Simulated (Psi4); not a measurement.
# One shape, several levels: Na2Cl2 ((NaCl)2 ring)

We compute a comparison of 4 runs (HF/def2-SVP, PBE0/def2-SVP, SPW92/6-311G**, PBE/def2-TZVP) of Na2Cl2 ((NaCl)2 ring). 

Program for the calculation: Psi4 1.11.

1 further run of the same task is left out (set aside as unsound or not needed).

## Step 1: Starting point

Na2Cl2: 4 atoms, total charge 0, spin state singlet. The shape comes from GFN2-xTB, which is rough for such elements, and wasn't checked as a minimum.

Bond lengths: Na1–Cl2 2.406 Å, Cl2–Na3 2.406 Å, Na1–Cl4 2.401 Å, Na3–Cl4 2.399 Å. Angles: Na1–Cl2–Na3 89.1°, Cl2–Na1–Cl4 90.7°, Cl2–Na3–Cl4 90.8°, Na1–Cl4–Na3 89.4°.

## Step 2: Energy and forces at HF/def2-SVP (run 1)

Input file cl2na2.xyz:

```xyz
4
Cl2Na2
Na    -1.543740     0.058990    -0.680060
Cl    -0.677630    -0.465550     1.502420
Na     1.544350    -0.056800     0.676320
Cl     0.677030     0.463360    -1.498690
```

Input file cl2na2.py:

```python
import psi4

psi4.set_memory('1600 MB')
psi4.set_num_threads(1)
psi4.set_output_file('output.dat', False)

with open('cl2na2.xyz') as f:
    atoms = ''.join(f.readlines()[2:])
molecule = psi4.geometry('0 1\n' + atoms + 'symmetry c1\nno_reorient\nno_com')

psi4.set_options({
    'reference': 'rhf',
    'puream': True,
    'e_convergence': 1e-09,
    'd_convergence': 1e-08,
    'scf_type': 'pk',
})

e_tot = psi4.gradient('scf/def2-SVP')
print('gradient / Eh bohr^-1')
print(e_tot.np.round(6))
```

Run with:

```
python cl2na2.py
```

output.dat:

```text
[...]
  Running in c1 symmetry.
[...]
  Nuclear repulsion =  228.407911923602512
[...]
  Multiplicity = 1
[...]
  Nalpha       = 28
  Nbeta        = 28
[...]
    Number of basis functions: 66
[...]
   @RHF iter   1: -1242.46438756219845   -6.81534e-01   4.53459e-03 DIIS/ADIIS
[...]
   @RHF iter   9: -1242.51944040808621   -5.22959e-12   4.09818e-09 DIIS
[...]
    Orbital Energies [Eh]
    ---------------------
    Doubly Occupied:
       1A   -104.681082     2A   -104.680685     3A    -40.448913
       4A    -40.448616     5A    -10.443442     6A    -10.442966
       7A     -7.917352     8A     -7.916910     9A     -7.916877
      10A     -7.916649    11A     -7.916439    12A     -7.916181
      13A     -2.777819    14A     -2.777592    15A     -1.503049
      16A     -1.502112    17A     -1.501925    18A     -1.501871
      19A     -1.501674    20A     -1.501412    21A     -0.970811
      22A     -0.961178    23A     -0.414488    24A     -0.400047
      25A     -0.388367    26A     -0.385187    27A     -0.370842
      28A     -0.361541
[...]
  @RHF Final Energy: -1242.51944040808621
   => Energetics <=
    Nuclear Repulsion Energy =            228.4079119236025122
    One-Electron Energy =               -2186.9226474635115665
    Two-Electron Energy =                 715.9952951318227861
    Total Energy =                      -1242.5194404080862114
[...]
 Multipole Moments:
 ------------------------------------------------------------------------------------
     Multipole            Electronic (a.u.)      Nuclear  (a.u.)        Total (a.u.)
 ------------------------------------------------------------------------------------
 L = 1.  Multiply by 2.5417464519 to convert [e a0] to [Debye]
 Dipole X            :          0.0079926           -0.0065951            0.0013974
 Dipole Y            :          0.0310280           -0.0248310            0.0061970
 Dipole Z            :         -0.0532087            0.0420842           -0.0111245
 Magnitude           :                                                    0.0128105
[...]
  -Total Gradient:
     Atom            X                  Y                   Z
    ------   -----------------  -----------------  -----------------
       1        0.012218372521    -0.000337751510     0.004921806580
       2        0.011888639012     0.008133871803    -0.026268716161
       3       -0.012026450337     0.000622632717    -0.005916142470
       4       -0.012080561192    -0.008418753007     0.027263052047
[...]
```

The script printed:

```text
gradient / Eh bohr^-1
[[ 0.012218 -0.000338  0.004922]
 [ 0.011889  0.008134 -0.026269]
 [-0.012026  0.000623 -0.005916]
 [-0.012081 -0.008419  0.027263]]
```

Wall time 6.9 s (1 thread of AMD EPYC 7R43 (Zen 3), shared host); peak memory 0.21 GiB.

## Step 3: Energy and forces at PBE0/def2-SVP (run 2)

cl2na2.xyz is that of step 2.

Input file job.py:

```python
import psi4

psi4.set_memory(1600000000)
psi4.set_num_threads(1)
psi4.core.set_output_file('output.dat', False)

with open('cl2na2.xyz') as f:
    atoms = ''.join(f.readlines()[2:])
m = psi4.geometry('0 1\n' + atoms + 'symmetry c1\nno_reorient\nno_com')

psi4.set_options({
    'basis': 'def2-SVP',
    'puream': True,
    'e_convergence': 1e-09,
    'd_convergence': 1e-08,
    'scf_type': 'pk',
    'dft_radial_points': 99,
    'dft_spherical_points': 590,
})

energy_value, wavefunction = psi4.gradient("PBE0", molecule=m, return_wfn=True)
psi4.oeprop(wavefunction, "LOWDIN_CHARGES", "DIPOLE", "WIBERG_LOWDIN_INDICES", title="PBE0")
print('gradient / Eh bohr^-1')
print(energy_value.np.round(6))
print(f'energy = {wavefunction.energy():.10f} Eh')
for k, v in sorted(psi4.core.scalar_variables().items()):
    print(f'{k:45s} {v:18.10f}')
```

Run with:

```
python job.py
```

output.dat:

```text
[...]
  Running in c1 symmetry.
[...]
  Nuclear repulsion =  228.407911923602512
[...]
  Multiplicity = 1
[...]
  Nalpha       = 28
  Nbeta        = 28
[...]
    Number of basis functions: 66
[...]
   @RKS iter   1: -1244.17765982239416   -3.62640e-01   6.40520e-03 DIIS/ADIIS
[...]
   @RKS iter   8: -1244.28032068877951   -1.41199e-10   8.84601e-09 DIIS
[...]
    Orbital Energies [Eh]
    ---------------------
    Doubly Occupied:
       1A   -101.576802     2A   -101.576417     3A    -38.545268
       4A    -38.544991     5A     -9.427214     6A     -9.426760
       7A     -7.163326     8A     -7.162878     9A     -7.161755
      10A     -7.161679    11A     -7.161303    12A     -7.161235
      13A     -2.245548    14A     -2.245337    15A     -1.159653
      16A     -1.159240    17A     -1.159015    18A     -1.158284
      19A     -1.158171    20A     -1.157750    21A     -0.731531
      22A     -0.723414    23A     -0.289369    24A     -0.284292
      25A     -0.272828    26A     -0.266205    27A     -0.253328
      28A     -0.243467
[...]
  @RKS Final Energy: -1244.28032068877951
   => Energetics <=
    Nuclear Repulsion Energy =            228.4079119236025122
    One-Electron Energy =               -2186.7112795256944082
    Two-Electron Energy =                 778.3145764406295939
    DFT Exchange-Correlation Energy =     -64.2915295273173939
    Empirical Dispersion Energy =           0.0000000000000000
    VV10 Nonlocal Energy =                  0.0000000000000000
    Total Energy =                      -1244.2803206887797387
[...]
  -Total Gradient:
     Atom            X                  Y                   Z
    ------   -----------------  -----------------  -----------------
       1        0.007888471032    -0.000181782191     0.003050456086
       2        0.009543763655     0.006527453785    -0.021080219449
       3       -0.007710270761     0.000449413460    -0.003971482692
       4       -0.009722990696    -0.006791564142     0.022000234780
[...]
 Multipole Moments:
 ------------------------------------------------------------------------------------
     Multipole            Electronic (a.u.)      Nuclear  (a.u.)        Total (a.u.)
 ------------------------------------------------------------------------------------
 L = 1.  Multiply by 2.5417464519 to convert [e a0] to [Debye]
 Dipole X            :          0.0078367           -0.0065951            0.0012415
 Dipole Y            :          0.0306330           -0.0248310            0.0058020
 Dipole Z            :         -0.0525436            0.0420842           -0.0104594
 Magnitude           :                                                    0.0120251
[...]
```

On the terminal:

```text
gradient / Eh bohr^-1
[[ 0.007888 -0.000182  0.00305 ]
 [ 0.009544  0.006527 -0.02108 ]
 [-0.00771   0.000449 -0.003971]
 [-0.009723 -0.006792  0.022   ]]
energy = -1244.2803206888 Eh
CURRENT ENERGY                                  -1244.2803206888
CURRENT REFERENCE ENERGY                        -1244.2803206888
DD SOLVATION ENERGY                                 0.0000000000
DFT FUNCTIONAL TOTAL ENERGY                     -1244.2803206888
DFT TOTAL ENERGY                                -1244.2803206888
DFT VV10 ENERGY                                     0.0000000000
DFT XC ENERGY                                     -64.2915295273
GRID ELECTRONS ALPHA                               27.9999994762
GRID ELECTRONS BETA                                27.9999994762
GRID ELECTRONS TOTAL                               55.9999989523
NUCLEAR REPULSION ENERGY                          228.4079119236
ONE-ELECTRON ENERGY                             -2186.7112795257
PCM POLARIZATION ENERGY                             0.0000000000
PE ENERGY                                           0.0000000000
SCF ITERATION ENERGY                            -1244.2803206888
SCF ITERATIONS                                      8.0000000000
SCF TOTAL ENERGY                                -1244.2803206888
TWO-ELECTRON ENERGY                               778.3145764406
XC GRID RADIAL POINTS                              99.0000000000
XC GRID SPHERICAL POINTS                          590.0000000000
XC GRID TOTAL POINTS                           219738.0000000000
```

Wall time 15 s (1 thread of AMD EPYC 7R43 (Zen 3), shared host); peak memory 0.55 GiB.

## Step 4: Energy and one-electron properties at SPW92/6-311G(d,p) (run 3)

Input file run.py:

```python
import psi4

psi4.set_memory('1600 MB')
psi4.set_num_threads(1)
psi4.core.set_output_file('run.log', False)

m = psi4.geometry("""
0 1
Na    -2.91724581     0.11147494    -1.28512715
Cl    -1.28053511    -0.87976200     2.83916232
Na     2.91839854    -0.10733644     1.27805957
Cl     1.27940128     0.87562350    -2.83211365
units bohr
""")

psi4.set_options({
    'reference': 'rks',
    'scf_type': 'direct',
    'scf_initial_accelerator': 'ediis',
    's_orthogonalization': 'canonical',
    'soscf': True,
})

e_tot, wfn = psi4.energy('spw92/6-311G**', molecule=m, return_wfn=True)
psi4.oeprop(wfn, 'MULLIKEN_CHARGES', 'MAYER_INDICES', 'ESP_AT_NUCLEI', 'QUADRUPOLE', 'MBIS_CHARGES')
print('E =', round(e_tot, 9))
```

Run with:

```
python run.py
```

run.log (excerpt; [...] marks lines left out):

```text
[...]
  Running in c1 symmetry.
[...]
  Nuclear repulsion =  228.407911991662218
[...]
  Multiplicity = 1
[...]
  Nalpha       = 28
  Nbeta        = 28
[...]
    Number of basis functions: 104
[...]
   @DF-RKS iter   1: -1240.31114577897324   -3.03774e-01   6.49329e-03 DIIS/EDIIS
[...]
   @RKS iter   8: -1240.54527170751044   -6.33556e-08   2.86339e-08 SOKS, nmicro=conv
[...]
  @RKS Final Energy: -1240.54527170751044
   => Energetics <=
    Nuclear Repulsion Energy =            228.4079119916622176
    One-Electron Energy =               -2185.8495590373477171
    Two-Electron Energy =                 797.6471531053285844
    DFT Exchange-Correlation Energy =     -80.7507777671535649
    Empirical Dispersion Energy =           0.0000000000000000
    VV10 Nonlocal Energy =                  0.0000000000000000
    Total Energy =                      -1240.5452717075104374
[...]
 Multipole Moments:
 ------------------------------------------------------------------------------------
     Multipole            Electronic (a.u.)      Nuclear  (a.u.)        Total (a.u.)
 ------------------------------------------------------------------------------------
 L = 1.  Multiply by 2.5417464519 to convert [e a0] to [Debye]
 Dipole X            :          0.0020449           -0.0002434            0.0018015
 Dipole Y            :          0.0070887           -0.0008809            0.0062078
 Dipole Z            :         -0.0130674            0.0015024           -0.0115649
 Magnitude           :                                                    0.0132488
 L = 2.  Multiply by 1.3450342976 to convert [e a0^2] to [Debye ang]
 Quadrupole XX       :       -258.5753139          243.0039466          -15.5713674
 Quadrupole XY       :        -33.3565634           31.1733229           -2.1832405
[...]
  Mulliken Charges: (a.u.)
   Center  Symbol    Alpha    Beta     Spin     Total
       1    NA     5.18432  5.18432  0.00000  0.63136
       2    CL     8.81588  8.81588  0.00000 -0.63175
       3    NA     5.18454  5.18454  0.00000  0.63091
       4    CL     8.81526  8.81526  0.00000 -0.63052
   Total alpha = 28.00000, Total beta = 28.00000, Total charge =  0.00000
[...]
```

Standard output:

```text
E = -1240.545271708
```

Run time: 44 s. Hardware: 1 thread of AMD EPYC 7R43 (Zen 3), shared host; peak memory 0.29 GiB.

Atomic charges (e):

| atom | MBIS | Mulliken |
| --- | --- | --- |
| Na1 | +0.967 | +0.631 |
| Cl2 | -0.966 | -0.632 |
| Na3 | +0.967 | +0.631 |
| Cl4 | -0.967 | -0.631 |

## Step 5: Energy and forces at PBE/def2-TZVP (run 4)

Input file calc.inp:

```
memory 1600 mb

molecule system {
  0 1
  Na
  Cl 1 R2
  Na 2 R3 1 A3
  Cl 3 R4 2 A4 1 D4

  R2 = 2.405932
  R3 = 2.405559
  A3 = 89.08054
  R4 = 2.398641
  A4 = 90.81649
  D4 = -0.05147
  symmetry c1
  no_reorient
  no_com
}

set {
  basis def2-TZVP
  reference rks
  puream true
  e_convergence 1e-09
  d_convergence 1e-08
  scf_type pk
  dft_radial_points 99
  dft_spherical_points 590
}

e, wfn = gradient("pbe", return_wfn=True)
oeprop(wfn, "LOWDIN_CHARGES", "WIBERG_LOWDIN_INDICES", "QUADRUPOLE")
```

Run with:

```
psi4 -n 1 calc.inp calc.out
```

calc.out (excerpt; [...] marks lines left out):

```text
[...]
  Running in c1 symmetry.
[...]
  Nuclear repulsion =  228.407898255617511
[...]
  Multiplicity = 1
[...]
  Nalpha       = 28
  Nbeta        = 28
[...]
    Number of basis functions: 138
[...]
   @RKS iter   1: -1244.37902940037225   -2.14609e-01   5.26253e-03 ADIIS/DIIS
[...]
   @RKS iter  10: -1244.60014664717710   -2.03272e-10   7.62546e-09 DIIS
[...]
  @RKS Final Energy: -1244.60014664717710
   => Energetics <=
    Nuclear Repulsion Energy =            228.4078982556175106
    One-Electron Energy =               -2186.8587345440901117
    Two-Electron Energy =                 798.8252585240547887
    DFT Exchange-Correlation Energy =     -84.9745688827592716
    Empirical Dispersion Energy =           0.0000000000000000
    VV10 Nonlocal Energy =                  0.0000000000000000
    Total Energy =                      -1244.6001466471770982
[...]
  -Total Gradient:
     Atom            X                  Y                   Z
    ------   -----------------  -----------------  -----------------
       1       -0.000001918892    -0.008154411507     0.007507500741
       2       -0.000013343023    -0.018567785151    -0.018813321782
       3       -0.000002155623     0.007675176525    -0.008294389126
       4        0.000021087268     0.019046453989     0.019597184632
[...]
 Multipole Moments:
 ------------------------------------------------------------------------------------
     Multipole            Electronic (a.u.)      Nuclear  (a.u.)        Total (a.u.)
 ------------------------------------------------------------------------------------
 L = 1.  Multiply by 2.5417464519 to convert [e a0] to [Debye]
 Dipole X            :          0.0030429           -0.0004333            0.0026096
 Dipole Y            :         -0.0069509            0.0008670           -0.0060839
 Dipole Z            :         -0.0121129            0.0014674           -0.0106455
 Magnitude           :                                                    0.0125359
 L = 2.  Multiply by 1.3450342976 to convert [e a0^2] to [Debye ang]
 Quadrupole XX       :        -28.5445843            0.0001963          -28.5443881
 Quadrupole XY       :         -0.1630146            0.1569076           -0.0061070
[...]
```

Run time: 44 s. Hardware: 1 thread of AMD EPYC 7R43 (Zen 3), shared host; peak memory 1 GiB.

## Step 6: All runs side by side

```csv
run,level,integration grid,task,energy (Eh),dipole moment (D),HOMO energy (eV),LUMO energy (eV),wall time
1,HF/def2-SVP,–,gradient,-1242.519440,0.03,-9.84,0.65,6.9 s
2,PBE0/def2-SVP,99 radial × 590 angular,gradient,-1244.280321,0.03,-6.63,-0.80,15 s
3,SPW92/6-311G**,75 radial × 302 angular,properties,-1240.545272,0.03,-5.87,-1.49,44 s
4,PBE/def2-TZVP,99 radial × 590 angular,gradient,-1244.600147,0.03,-5.58,-1.43,44 s
```

## Step 7: Outcome

| quantity | value |
| --- | --- |
| run 4: total energy | -1244.60015 Eh |
| run 4: dipole moment | 0.03 D |
| run 4: HOMO energy | -5.58 eV |
| run 4: LUMO energy | -1.43 eV |
| run 4: HOMO–LUMO gap | 4.15 eV |
| run 4: largest force on an atom | 1.405 eV/Å |

In words: The HOMO–LUMO gap runs from 4.15 eV (PBE/def2-TZVP) to 10.48 eV (HF/def2-SVP). The two ends differ in method and basis. Totals of different functionals can't be ranked against each other. All runs together took 1.8 min, the longest 44 s.
